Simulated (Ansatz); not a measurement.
# SnH2 (singlet): wave-function methods side by side, def2-SVPD

The task here is to estimate one member of a computed series from the others.

Program: Ansatz 0.2.0, Gaussian basis. Level of theory: def2-SVPD, core rule «outside noble gas», up to 9 orbitals frozen. These are calculated values, not measurements.

Plan: UHF; CCSD(T) on RHF; CCSD(T) on UHF; BCCD(T) on RHF; CISD; CCSDT(Q) on RHF; CCSDT(Q) on UHF; CASSCF and MRCISD+Q, 6 electrons in 6 orbitals; CASSCF and NEVPT2, 6 electrons in 6 orbitals.

12 further runs of the same task are left out: 3 that didn't finish, 9 set aside as unsound or not needed.

**What is computed**

The geometry is a PBE0/def2-TZVPD stationary point (not a proven minimum) of the parent state, kept for this charge and spin. No spin-orbit coupling is included. Elements past krypton take def2 core potentials.

3 atoms, charge 0, spin multiplicity 1.

Atoms are counted from 1 here; the program's logs count them from 0.

Bond lengths: Sn1–H2 1.804 Å, Sn1–H3 1.804 Å. Angles: H2–Sn1–H3 91.1°.

The first run:

Contents of in.yaml:

```yaml
crystal:
  periodic: [false, false, false]
  atoms:
    - {symbol: Sn, position_ang: [0.000000, -0.021089, 0.000000]}
    - {symbol: H, position_ang: [0.000000, 1.241896, -1.288086]}
    - {symbol: H, position_ang: [0.000000, 1.241874, 1.288107]}
basis:
  gaussian: {orbitals: def2-SVPD}
magnetization: {spin_polarized: true, initial_magnetization: 0}
hamiltonian: {xc: hf}
output: {orbitals: {seedname: orbitals}}
```

Command:

```bash
$ ansatz run in.yaml --threads 1 --pin off --events-out ev --progress --plain --max-ram 2393MiB
```

Steps of the session up to this table: UHF; CCSD(T) on RHF; CCSD(T) on UHF; BCCD(T) on RHF; CISD; CCSDT(Q) on RHF; CCSDT(Q) on UHF; CASSCF and MRCISD+Q, 6 electrons in 6 orbitals; CASSCF and NEVPT2, 6 electrons in 6 orbitals.

One of the session's tables, all rows but one given; the rest of the session is left out.

It belongs to the step «Misses and costs». 

```
          method  from RCCSDT(Q) (kJ/mol)
             RHF                   +284.0
             UHF                   +283.1
            RMP2                    +75.0
            CISD                    +19.7
           RCCSD                        ?
        RCCSD(T)                     +1.7
         BCCD(T)                     +1.7
          RCCSDT                     +0.2
       RCCSDT(Q)                        0
  CASSCF valence                   +155.5
  NEVPT2 valence                    +50.2
  MRCISD valence                     +6.1
MRCISD+Q valence                     -0.1
```

**Question.** Estimate the row for RCCSD.

The run gave: from RCCSDT(Q) (kJ/mol): +7.3. In the column «from RCCSDT(Q) (kJ/mol)» it lies between MRCISD valence (+6.1) and CISD (+19.7).

Not comparable, so not listed: CCSD(T) on UHF; CCSDT(Q) on UHF (they don't share determinant, frozen orbitals or solution with the rows shown, or repeat one).

To keep in mind: Warnings: restricted reference is unstable; spin contamination.
